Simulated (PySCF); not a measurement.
# ReF₆−: ligand-field states

What do calculations give for the ligand-field states of ReF₆−?

Computed with PySCF 2.14.0 and routines of our own; the level stands in each step. Atoms count from 0.

## Step 1: The starting structure

7 atoms, charge -1, states of the metal's open shell are computed; geometry from: model geometry, bond lengths from ionic radii.

## Step 2: Ligand-field states: state-averaged CASSCF

The job: settings as JSON, then the geometry in Å.

```
{"job": {"kind": "lf", "basis": {"metal": "x2c-TZVPall", "ligand": "x2c-SVPall"}, "nevpt": true}, "charge": -1, "metal": "Re", "open_shell": "d2"}
Re     0.000000     0.000000     0.000000
F      0.000000     0.000000     1.880000
F      0.000000     0.000000    -1.880000
F      1.880000     0.000000     0.000000
F     -1.880000     0.000000     0.000000
F      0.000000     1.880000     0.000000
F     -0.000000    -1.880000     0.000000
```

Level: state-averaged CASSCF of the metal d shell, SC-NEVPT2 on the averaged canonical orbitals, state-interaction spin-orbit coupling.

Command:

```sh
$ OMP_NUM_THREADS=1 python lf_run.py task.json out
```

One launch serves the whole session: the jobs run in the order shown.

The log of the run:

```text
basis functions 165, electrons 130, active (2e, 5o)
stage 1: DIIS on the effective Fock matrix, level shift 0.30
cycle   1  E = -17284.9893206783  dE = -1.728e+04  max|g| = 1.560e+00
cycle   2  E = -17282.8639043766  dE =  2.125e+00  max|g| = 1.603e+00
cycle   3  E = -17285.8685421063  dE = -3.005e+00  max|g| = 9.733e-01
cycle   4  E = -17286.9842871930  dE = -1.116e+00  max|g| = 4.321e-01
cycle   5  E = -17287.1083934753  dE = -1.241e-01  max|g| = 1.300e-01
cycle   6  E = -17287.1259476005  dE = -1.755e-02  max|g| = 5.645e-02
cycle   7  E = -17287.1285558954  dE = -2.608e-03  max|g| = 4.740e-02
cycle   8  E = -17287.1302746708  dE = -1.719e-03  max|g| = 1.529e-02
cycle   9  E = -17287.1304117057  dE = -1.370e-04  max|g| = 7.072e-03
cycle  10  E = -17287.1304487891  dE = -3.708e-05  max|g| = 2.360e-03
cycle  11  E = -17287.1304521842  dE = -3.395e-06  max|g| = 9.083e-04
cycle  12  E = -17287.1304527030  dE = -5.188e-07  max|g| = 4.623e-04
cycle  13  E = -17287.1304529157  dE = -2.126e-07  max|g| = 1.745e-04
cycle  14  E = -17287.1304529427  dE = -2.699e-08  max|g| = 1.022e-04
cycle  15  E = -17287.1304529504  dE = -7.720e-09  max|g| = 4.724e-05
cycle  16  E = -17287.1304529521  dE = -1.724e-09  max|g| = 2.437e-05
cycle  17  E = -17287.1304529525  dE = -4.002e-10  max|g| = 1.234e-05
cycle  18  E = -17287.1304529526  dE = -1.091e-10  max|g| = 6.637e-06
converged average energy = -17287.1304529526

 mult deg   label        CASSCF/cm-1   NEVPT2/cm-1
   3   3   3T1g                0.0           0.0
   1   3   1T2g             9708.7        8350.8
   1   2   1Eg             10153.4        8423.2
   1   1   1A1g            23448.9       19546.7
   3   3   3T2g            40750.1       42342.3
   3   3   3T1g            49608.8       48351.5
   1   3   1T2g            51024.7       50598.6
   1   3   1T1g            54407.7       53012.6
   3   1   3A2g            82574.8       85621.7
   1   2   1Eg             94288.2       93902.7
   1   1   1A1g           106945.3      102560.7

spin-orbit levels / cm-1
      0.00  x2  3T1g 0.93 1Eg 0.06
    242.59  x3  3T1g 0.93 1T2g 0.05
   4759.27  x3  3T1g 0.99
   5567.54  x1  3T1g 0.92 1A1g 0.07
  11542.09  x3  1T2g 0.93 3T1g 0.05
  11866.31  x2  1Eg 0.93 3T1g 0.06
  23379.66  x1  1A1g 0.91 3T1g 0.07
  43973.86  x1  3T2g 1.00
  44691.04  x3  3T2g 0.94
  45937.35  x3  3T2g 0.92 3T1g 0.05 1T1g 0.03
  46005.99  x2  3T2g 0.89 3T1g 0.09
  49620.49  x1  3T1g 0.96
  50577.60  x3  3T1g 0.91 1T1g 0.06 3T2g 0.03
  51056.31  x3  3T1g 0.58 1T2g 0.41
  53599.60  x2  3T1g 0.89 3T2g 0.09
  55944.06  x3  1T2g 0.57 3T1g 0.40
  57086.14  x3  1T1g 0.91 3T2g 0.05 3T1g 0.04
  89705.82  x3  3A2g 0.98
  97833.25  x2  1Eg 0.99
 106545.17  x1  1A1g 0.99
```

It took 21 s on 1 thread of Arm Neoverse V1, shared host; peak memory 0.44 GiB.

Warnings kept with the result: strongly covalent, metal-shell active space is small for this complex.

Key values:

```
             quantity      value
spin-orbit constant ζ  3375 cm⁻¹
```

Powder susceptibility:

```
T (K)  χT (cm³ K/mol)  μ(eff)
    2           0.001    0.10
    5           0.003    0.16
   10           0.006    0.22
   20           0.012    0.31
   30           0.018    0.38
   50           0.031    0.49
   75           0.046    0.61
  100           0.061    0.70
  150           0.087    0.83
  200           0.107    0.93
  250           0.123    0.99
  300           0.136    1.04
```

## Step 3: Ligand-field states: state-averaged CASSCF (axial bond length × 0.9)

The job: settings as JSON, then the geometry in Å.

```
{"job": {"kind": "lf", "basis": {"metal": "x2c-TZVPall", "ligand": "x2c-SVPall"}, "nevpt": true, "reuse": true}, "charge": -1, "metal": "Re", "open_shell": "d2"}
Re     0.000000     0.000000     0.000000
F      0.000000     0.000000     1.692000
F      0.000000     0.000000    -1.692000
F      1.880000     0.000000     0.000000
F     -1.880000     0.000000     0.000000
F      0.000000     1.880000     0.000000
F     -0.000000    -1.880000     0.000000
```

Method: state-averaged CASSCF of the metal d shell, SC-NEVPT2 on the averaged canonical orbitals, state-interaction spin-orbit coupling.

The log of the run:

```text
basis functions 165, electrons 130, active (2e, 5o)
start from the orbitals of the previous structure
stage 1: DIIS on the effective Fock matrix, level shift 0.30
cycle   1  E = -17283.5737277366  dE = -1.728e+04  max|g| = 2.939e+01
cycle   2  E = -17286.9110989121  dE = -3.337e+00  max|g| = 5.058e-01
cycle   3  E = -17287.0308722256  dE = -1.198e-01  max|g| = 1.621e-01
cycle   4  E = -17287.0503315967  dE = -1.946e-02  max|g| = 6.132e-02
cycle   5  E = -17287.0543024100  dE = -3.971e-03  max|g| = 2.441e-02
cycle   6  E = -17287.0550393176  dE = -7.369e-04  max|g| = 1.347e-02
cycle   7  E = -17287.0552737660  dE = -2.344e-04  max|g| = 6.290e-03
cycle   8  E = -17287.0553884819  dE = -1.147e-04  max|g| = 3.924e-03
cycle   9  E = -17287.0554636171  dE = -7.514e-05  max|g| = 3.430e-03
cycle  10  E = -17287.0555146528  dE = -5.104e-05  max|g| = 2.863e-03
cycle  11  E = -17287.0555517183  dE = -3.707e-05  max|g| = 2.262e-03
cycle  12  E = -17287.0555712727  dE = -1.955e-05  max|g| = 1.775e-03
cycle  13  E = -17287.0555863011  dE = -1.503e-05  max|g| = 1.222e-03
cycle  14  E = -17287.0555938680  dE = -7.567e-06  max|g| = 7.689e-04
cycle  15  E = -17287.0555967032  dE = -2.835e-06  max|g| = 4.925e-04
cycle  16  E = -17287.0555979921  dE = -1.289e-06  max|g| = 2.857e-04
cycle  17  E = -17287.0555984285  dE = -4.364e-07  max|g| = 1.606e-04
cycle  18  E = -17287.0555985653  dE = -1.368e-07  max|g| = 9.042e-05
cycle  19  E = -17287.0555986094  dE = -4.406e-08  max|g| = 5.020e-05
cycle  20  E = -17287.0555986230  dE = -1.364e-08  max|g| = 2.747e-05
cycle  21  E = -17287.0555986271  dE = -4.107e-09  max|g| = 1.494e-05
cycle  22  E = -17287.0555986283  dE = -1.211e-09  max|g| = 8.084e-06
converged average energy = -17287.0555986283

 mult deg   label        CASSCF/cm-1   NEVPT2/cm-1
   3   2   3Eg                 0.0           0.0
   1   1   1A1g             6601.7        4335.5
   3   1   3A2g             6453.9        6430.3
   1   2   1Eg              9381.6        8133.5
   1   1   1B1g            16208.8       14471.1
   1   1   1B2g            16079.6       14531.3
   1   1   1A1g            26938.7       23032.7
   3   1   3A2g            43723.5       42118.4
   3   2   3Eg             42189.0       43481.9
   1   1   1A2g            48424.9       46760.4
   1   2   1Eg             51208.7       50933.4
   3   1   3B2g            54205.5       52776.1
   1   1   1B2g            66130.7       62078.9
   3   2   3Eg             66401.9       62933.6
   1   2   1Eg             71029.2       67195.2
   1   1   1A1g            93038.3       91447.0
   3   1   3B1g            95748.8       95968.2
   1   1   1B1g           109672.7      105491.9
   1   1   1A1g           130061.8      122185.5

spin-orbit levels / cm-1
      0.00  x1  3Eg 0.96
    146.05  x1  3Eg 0.97
   1306.11  x1  3Eg 0.62 1A1g 0.23 3A2g 0.13
   1434.01  x2  3Eg 0.85 3A2g 0.08 1Eg 0.05
   4395.76  x1  3Eg 0.99
   8192.61  x1  1A1g 0.66 3Eg 0.30
   8742.49  x2  3A2g 0.63 1Eg 0.22 3Eg 0.14
   9316.24  x1  3A2g 0.80 1A1g 0.10 1A1g 0.04
  11614.73  x2  1Eg 0.71 3A2g 0.28
  17225.64  x1  1B2g 0.96
  17341.89  x1  1B1g 0.97
  26477.49  x1  1A1g 0.92 3A2g 0.04
  44052.35  x1  3A2g 0.75 3Eg 0.21
  44061.91  x2  3A2g 0.75 3Eg 0.24
  45134.79  x1  3Eg 0.99
  45191.52  x1  3Eg 0.98
  46337.23  x1  3Eg 0.68 1A2g 0.32
  46909.71  x2  3Eg 0.69 3A2g 0.20 1Eg 0.09
  49198.60  x1  3Eg 0.77 3A2g 0.22
  51371.27  x1  1A2g 0.68 3Eg 0.31
  54633.94  x2  1Eg 0.89 3Eg 0.05 3A2g 0.04
  55373.66  x2  3B2g 0.96
  55374.79  x1  3B2g 0.96 3Eg 0.03
  63323.96  x1  1B2g 0.72 3Eg 0.26
  64229.61  x1  3Eg 1.00
  64323.68  x1  3Eg 0.98
  65501.75  x2  3Eg 0.86 1Eg 0.12
  67990.96  x1  3Eg 0.96 3B2g 0.03
  69173.06  x1  3Eg 0.73 1B2g 0.26
  70949.04  x2  1Eg 0.86 3Eg 0.11
```

It took 17 s on 1 thread of Arm Neoverse V1, shared host; peak memory 0.45 GiB.

Warnings kept with the result: an active orbital is not mainly the metal shell.

An active orbital is only 67 % metal, under the run's own bar for a metal shell, so levels, ζ, ground spin and magnetism of this run may not be those of the metal's shell and are not read here.

## Step 4: Ligand-field states: state-averaged CASSCF (axial bond length × 0.95)

The job, as its differences from that of step 3:

```diff
@@ -2,4 +2,4 @@
 Re     0.000000     0.000000     0.000000
-F      0.000000     0.000000     1.692000
-F      0.000000     0.000000    -1.692000
+F      0.000000     0.000000     1.786000
+F      0.000000     0.000000    -1.786000
 F      1.880000     0.000000     0.000000
```

Level: state-averaged CASSCF of the metal d shell, SC-NEVPT2 on the averaged canonical orbitals, state-interaction spin-orbit coupling.

The log of the run:

```text
basis functions 165, electrons 130, active (2e, 5o)
start from the orbitals of the previous structure
stage 1: DIIS on the effective Fock matrix, level shift 0.30
cycle   1  E = -17285.8814041915  dE = -1.729e+04  max|g| = 1.771e+01
cycle   2  E = -17287.0703362344  dE = -1.189e+00  max|g| = 3.214e-01
cycle   3  E = -17287.1053153823  dE = -3.498e-02  max|g| = 8.957e-02
cycle   4  E = -17287.1083671344  dE = -3.052e-03  max|g| = 2.534e-02
cycle   5  E = -17287.1089891776  dE = -6.220e-04  max|g| = 1.127e-02
cycle   6  E = -17287.1092212429  dE = -2.321e-04  max|g| = 5.178e-03
cycle   7  E = -17287.1093206531  dE = -9.941e-05  max|g| = 3.615e-03
cycle   8  E = -17287.1093647853  dE = -4.413e-05  max|g| = 2.844e-03
cycle   9  E = -17287.1093940929  dE = -2.931e-05  max|g| = 2.044e-03
cycle  10  E = -17287.1094082461  dE = -1.415e-05  max|g| = 1.439e-03
cycle  11  E = -17287.1094157542  dE = -7.508e-06  max|g| = 8.910e-04
cycle  12  E = -17287.1094182244  dE = -2.470e-06  max|g| = 5.540e-04
cycle  13  E = -17287.1094192079  dE = -9.835e-07  max|g| = 3.183e-04
cycle  14  E = -17287.1094195523  dE = -3.444e-07  max|g| = 1.693e-04
cycle  15  E = -17287.1094196491  dE = -9.678e-08  max|g| = 8.936e-05
cycle  16  E = -17287.1094196765  dE = -2.742e-08  max|g| = 4.568e-05
cycle  17  E = -17287.1094196837  dE = -7.138e-09  max|g| = 2.317e-05
cycle  18  E = -17287.1094196855  dE = -1.819e-09  max|g| = 1.170e-05
cycle  19  E = -17287.1094196859  dE = -4.693e-10  max|g| = 5.896e-06
converged average energy = -17287.1094196859

 mult deg   label        CASSCF/cm-1   NEVPT2/cm-1
   3   2   3Eg                 0.0           0.0
   3   1   3A2g             2699.0        2761.9
   1   1   1A1g             8998.6        7040.0
   1   2   1Eg              9577.7        8263.5
   1   1   1B2g            12387.0       11007.2
   1   1   1B1g            12657.6       11009.2
   1   1   1A1g            24582.4       20684.9
   3   2   3Eg             41890.9       43311.5
   3   1   3A2g            47144.3       45685.5
   3   1   3B2g            47672.2       48604.9
   1   1   1A2g            51913.3       50346.7
   1   2   1Eg             51391.3       50995.0
   3   2   3Eg             57606.2       56076.3
   1   1   1B2g            58849.4       57501.3
   1   2   1Eg             62627.0       60875.0
   3   1   3B1g            89371.5       91845.6
   1   1   1A1g            95669.5       94569.7
   1   1   1B1g           102238.5      100860.2
   1   1   1A1g           117620.4      113226.7

spin-orbit levels / cm-1
      0.00  x1  3Eg 0.95 1B1g 0.04
    190.44  x1  3Eg 0.95 1B2g 0.03
   1038.91  x2  3Eg 0.71 3A2g 0.22 1Eg 0.06
   1108.38  x1  3Eg 0.52 3A2g 0.36 1A1g 0.10
   4575.95  x1  3Eg 0.99
   6274.57  x2  3A2g 0.71 3Eg 0.27
   6629.13  x1  3A2g 0.54 3Eg 0.38 1A1g 0.07
  10553.64  x1  1A1g 0.89 3Eg 0.05 3A2g 0.05
  11403.38  x2  1Eg 0.91 3A2g 0.06
  13936.23  x1  1B2g 0.95 3Eg 0.04
  14153.24  x1  1B1g 0.95 3Eg 0.04
  24352.79  x1  1A1g 0.91 3Eg 0.04 3A2g 0.03
  45104.57  x1  3Eg 0.98
  45207.00  x1  3Eg 0.98
  45726.02  x2  3Eg 0.81 3A2g 0.17
  46300.85  x1  3Eg 0.59 3A2g 0.38
  47034.18  x1  3Eg 0.88 1A2g 0.11
  48712.87  x2  3A2g 0.73 1Eg 0.14 3Eg 0.12
  50464.60  x1  3A2g 0.58 3Eg 0.38
  51393.83  x2  3B2g 0.94
  51408.15  x1  3B2g 0.93 3Eg 0.05
  54257.75  x1  1A2g 0.86 3Eg 0.10 3Eg 0.03
  54813.15  x2  1Eg 0.80 3A2g 0.09 3Eg 0.05
  57750.15  x1  3Eg 0.97
  57888.39  x1  3Eg 0.95
  58195.53  x1  1B2g 0.53 3Eg 0.45
  59207.86  x2  3Eg 0.83 1Eg 0.10 1Eg 0.04
  61385.17  x1  3Eg 0.94 3B2g 0.05
  63270.32  x1  3Eg 0.54 1B2g 0.45
  64805.61  x2  1Eg 0.88 3Eg 0.09
```

It took 15 s on 1 thread of Arm Neoverse V1, shared host; peak memory 0.46 GiB.

Warnings kept with the result: strongly covalent, metal-shell active space is small for this complex.

In short:

```
             quantity      value
spin-orbit constant ζ  3374 cm⁻¹
```

Powder susceptibility:

```
T (K)  χT (cm³ K/mol)  μ(eff)
    2           0.001    0.11
   20           0.014    0.34
  100           0.066    0.73
  300           0.149    1.09
```

## Step 5: Ligand-field states: state-averaged CASSCF (axial bond length × 1.05)

The job, as its differences from that of step 4:

```diff
@@ -2,4 +2,4 @@
 Re     0.000000     0.000000     0.000000
-F      0.000000     0.000000     1.786000
-F      0.000000     0.000000    -1.786000
+F      0.000000     0.000000     1.974000
+F      0.000000     0.000000    -1.974000
 F      1.880000     0.000000     0.000000
```

Method: state-averaged CASSCF of the metal d shell, SC-NEVPT2 on the averaged canonical orbitals, state-interaction spin-orbit coupling.

The log of the run:

```text
basis functions 165, electrons 130, active (2e, 5o)
start from the orbitals of the previous structure
stage 1: DIIS on the effective Fock matrix, level shift 0.30
cycle   1  E = -17284.9009535358  dE = -1.728e+04  max|g| = 3.461e+01
cycle   2  E = -17287.0452521714  dE = -2.144e+00  max|g| = 4.563e-01
cycle   3  E = -17287.1214540197  dE = -7.620e-02  max|g| = 1.197e-01
cycle   4  E = -17287.1283475158  dE = -6.893e-03  max|g| = 4.475e-02
cycle   5  E = -17287.1301186371  dE = -1.771e-03  max|g| = 2.115e-02
cycle   6  E = -17287.1304640343  dE = -3.454e-04  max|g| = 7.919e-03
cycle   7  E = -17287.1305743573  dE = -1.103e-04  max|g| = 4.676e-03
cycle   8  E = -17287.1306089529  dE = -3.460e-05  max|g| = 2.248e-03
cycle   9  E = -17287.1306165933  dE = -7.640e-06  max|g| = 8.172e-04
cycle  10  E = -17287.1306184453  dE = -1.852e-06  max|g| = 3.775e-04
cycle  11  E = -17287.1306188736  dE = -4.282e-07  max|g| = 2.171e-04
cycle  12  E = -17287.1306189967  dE = -1.231e-07  max|g| = 1.149e-04
cycle  13  E = -17287.1306190294  dE = -3.273e-08  max|g| = 5.613e-05
cycle  14  E = -17287.1306190367  dE = -7.291e-09  max|g| = 2.640e-05
cycle  15  E = -17287.1306190384  dE = -1.659e-09  max|g| = 1.157e-05
cycle  16  E = -17287.1306190387  dE = -3.456e-10  max|g| = 4.652e-06
converged average energy = -17287.1306190387

 mult deg   label        CASSCF/cm-1   NEVPT2/cm-1
   3   1   3A2g                0.0           0.0
   3   2   3Eg              1932.5        2051.8
   1   1   1B2g             9696.7        8410.7
   1   1   1B1g            10333.7        8560.7
   1   2   1Eg             11737.7       10463.0
   1   1   1A1g            12476.2       10905.7
   1   1   1A1g            25002.1       21327.5
   3   1   3B2g            36315.4       38163.9
   3   2   3Eg             38713.8       39837.7
   1   1   1B2g            45867.2       45885.1
   1   2   1Eg             47395.0       46506.0
   3   2   3Eg             47394.0       46842.4
   3   1   3A2g            53328.1       52370.0
   1   2   1Eg             54150.9       53344.7
   1   1   1A2g            58140.3       57026.1
   3   1   3B1g            78238.2       81483.2
   1   1   1A1g            87007.9       85819.1
   1   1   1B1g            89026.0       89141.8
   1   1   1A1g           106390.3      103021.3

spin-orbit levels / cm-1
      0.00  x1  3A2g 0.75 3Eg 0.19 1A1g 0.04
    489.14  x2  3A2g 0.67 3Eg 0.28 1Eg 0.04
   1285.51  x1  3Eg 0.90 1B1g 0.08
   1580.81  x1  3Eg 0.91 1B2g 0.08
   5433.00  x2  3Eg 0.68 3A2g 0.31
   6231.82  x1  3Eg 0.99
   6576.69  x1  3Eg 0.74 3A2g 0.18 1A1g 0.06
  11109.03  x1  1B2g 0.90 3Eg 0.08
  11576.43  x1  1B1g 0.90 3Eg 0.08
  13012.85  x2  1Eg 0.93 3Eg 0.03
  13693.96  x1  1A1g 0.94 3A2g 0.04
  24526.14  x1  1A1g 0.91 3Eg 0.05
  39969.86  x1  3B2g 0.74 3Eg 0.26
  40272.23  x2  3B2g 0.78 3Eg 0.18
  41732.65  x1  3Eg 0.96 3Eg 0.03
  41899.97  x1  3Eg 0.93
  42671.17  x1  3Eg 0.86 1B2g 0.07
  42738.73  x2  3Eg 0.75 3B2g 0.16 1Eg 0.08
  43851.29  x1  3Eg 0.66 3B2g 0.22 3Eg 0.10
  47434.23  x1  1B2g 0.53 3Eg 0.46
  48323.96  x2  3Eg 0.60 1Eg 0.33
  49477.05  x1  3Eg 0.81 3A2g 0.13
  49863.05  x1  3Eg 0.93 1A2g 0.04
  49941.35  x1  3Eg 0.88 3Eg 0.07
  50701.81  x2  1Eg 0.55 3Eg 0.31 3A2g 0.07
  51255.66  x1  3Eg 0.50 1B2g 0.38 3Eg 0.10
  53995.74  x2  3A2g 0.54 1Eg 0.42
  56208.40  x1  3A2g 0.84 3Eg 0.13
  58036.20  x2  1Eg 0.54 3A2g 0.37 3Eg 0.07
  60353.37  x1  1A2g 0.95 3Eg 0.04
```

Wall time 14 s (1 thread of Arm Neoverse V1, shared host); peak memory 0.45 GiB.

Warnings kept with the result: strongly covalent, metal-shell active space is small for this complex.

In short:

```
             quantity      value
spin-orbit constant ζ  3356 cm⁻¹
```

Powder susceptibility:

```
T (K)  χT (cm³ K/mol)  μ(eff)
    2           0.001    0.09
   20           0.011    0.29
  100           0.054    0.66
  300           0.157    1.12
```

## Step 6: Ligand-field states: state-averaged CASSCF (axial bond length × 1.1)

The job, as its differences from that of step 5:

```diff
@@ -2,4 +2,4 @@
 Re     0.000000     0.000000     0.000000
-F      0.000000     0.000000     1.974000
-F      0.000000     0.000000    -1.974000
+F      0.000000     0.000000     2.068000
+F      0.000000     0.000000    -2.068000
 F      1.880000     0.000000     0.000000
```

With the program's defaults for keys left out, this is: state-averaged CASSCF of the metal d shell, SC-NEVPT2 on the averaged canonical orbitals, state-interaction spin-orbit coupling.

The log of the run:

```text
basis functions 165, electrons 130, active (2e, 5o)
start from the orbitals of the previous structure
stage 1: DIIS on the effective Fock matrix, level shift 0.30
cycle   1  E = -17286.7692478536  dE = -1.729e+04  max|g| = 1.638e+01
cycle   2  E = -17287.1037852290  dE = -3.345e-01  max|g| = 1.759e-01
cycle   3  E = -17287.1162457490  dE = -1.246e-02  max|g| = 4.183e-02
cycle   4  E = -17287.1173144999  dE = -1.069e-03  max|g| = 1.919e-02
cycle   5  E = -17287.1177123238  dE = -3.978e-04  max|g| = 8.337e-03
cycle   6  E = -17287.1177730957  dE = -6.077e-05  max|g| = 4.157e-03
cycle   7  E = -17287.1177877505  dE = -1.465e-05  max|g| = 2.033e-03
cycle   8  E = -17287.1177912510  dE = -3.501e-06  max|g| = 9.552e-04
cycle   9  E = -17287.1177922299  dE = -9.789e-07  max|g| = 4.320e-04
cycle  10  E = -17287.1177924309  dE = -2.009e-07  max|g| = 2.170e-04
cycle  11  E = -17287.1177924633  dE = -3.246e-08  max|g| = 1.051e-04
cycle  12  E = -17287.1177924708  dE = -7.440e-09  max|g| = 5.239e-05
cycle  13  E = -17287.1177924725  dE = -1.754e-09  max|g| = 2.571e-05
cycle  14  E = -17287.1177924729  dE = -4.184e-10  max|g| = 1.233e-05
cycle  15  E = -17287.1177924731  dE = -1.164e-10  max|g| = 5.653e-06
converged average energy = -17287.1177924731

 mult deg   label        CASSCF/cm-1   NEVPT2/cm-1
   3   1   3A2g                0.0           0.0
   3   2   3Eg              3315.5        3589.3
   1   1   1B2g             9656.6        8432.7
   1   1   1B1g            10493.4        8662.0
   1   2   1Eg             13199.4       12046.1
   1   1   1A1g            13883.6       12368.0
   1   1   1A1g            26358.7       23029.3
   3   1   3B2g            32174.8       34166.8
   3   2   3Eg             34276.8       34860.8
   1   2   1Eg             42176.4       41226.6
   1   1   1B2g            41181.0       41463.9
   3   2   3Eg             47746.4       47877.8
   1   2   1Eg             55514.1       54842.5
   3   1   3A2g            56027.2       55397.2
   1   1   1A2g            60844.4       60044.4
   1   1   1A1g            77604.8       75832.8
   3   1   3B1g            74179.0       77512.9
   1   1   1B1g            84249.1       84664.3
   1   1   1A1g           108177.1      105496.7

spin-orbit levels / cm-1
      0.00  x1  3A2g 0.80 3Eg 0.14 1A1g 0.04
    626.58  x2  3A2g 0.77 3Eg 0.18 1Eg 0.03
   2399.08  x1  3Eg 0.87 1B1g 0.11
   2748.92  x1  3Eg 0.87 1B2g 0.11
   6358.56  x2  3Eg 0.77 3A2g 0.20
   7532.09  x1  3Eg 0.99
   7700.32  x1  3Eg 0.80 3A2g 0.13 1A1g 0.06
  10956.18  x1  1B2g 0.86 3Eg 0.11
  11585.70  x1  1B1g 0.87 3Eg 0.11
  14322.12  x2  1Eg 0.93 3Eg 0.04
  14901.80  x1  1A1g 0.94 3A2g 0.04
  25863.70  x1  1A1g 0.90 3Eg 0.05
  35606.29  x1  3B2g 0.68 3Eg 0.30
  35814.14  x2  3B2g 0.60 3Eg 0.37
  36154.92  x1  3Eg 0.99
  36408.55  x1  3Eg 0.93
  37747.49  x2  3Eg 0.55 3B2g 0.31 1Eg 0.13
  38190.63  x1  3Eg 0.84 1B2g 0.12
  40010.81  x1  3Eg 0.67 3B2g 0.29
  44470.35  x1  1B2g 0.82 3Eg 0.10 3Eg 0.07
  44657.15  x2  1Eg 0.85 3Eg 0.07 3B2g 0.06
  49613.88  x1  3Eg 0.96
  49778.84  x1  3Eg 0.91 1B2g 0.05
  49982.36  x2  3Eg 0.91 1Eg 0.03 3A2g 0.03
  50878.71  x1  3Eg 0.87 3A2g 0.09
  51148.80  x1  3Eg 0.95 1A2g 0.04
  55880.88  x2  1Eg 0.57 3A2g 0.42
  58849.89  x1  3A2g 0.88 3Eg 0.10
  60055.41  x2  3A2g 0.55 1Eg 0.38 3Eg 0.06
  63103.81  x1  1A2g 0.96 3Eg 0.04
```

It took 14 s on 1 thread of Arm Neoverse V1, shared host; peak memory 0.46 GiB.

Warnings kept with the result: strongly covalent, metal-shell active space is small for this complex.

From this job:

```
             quantity      value
spin-orbit constant ζ  3330 cm⁻¹
```

Powder susceptibility:

```
T (K)  χT (cm³ K/mol)  μ(eff)
    2           0.001    0.09
   20           0.011    0.30
  100           0.055    0.66
  300           0.169    1.16
```

(Part 1 of 2 ends here.)
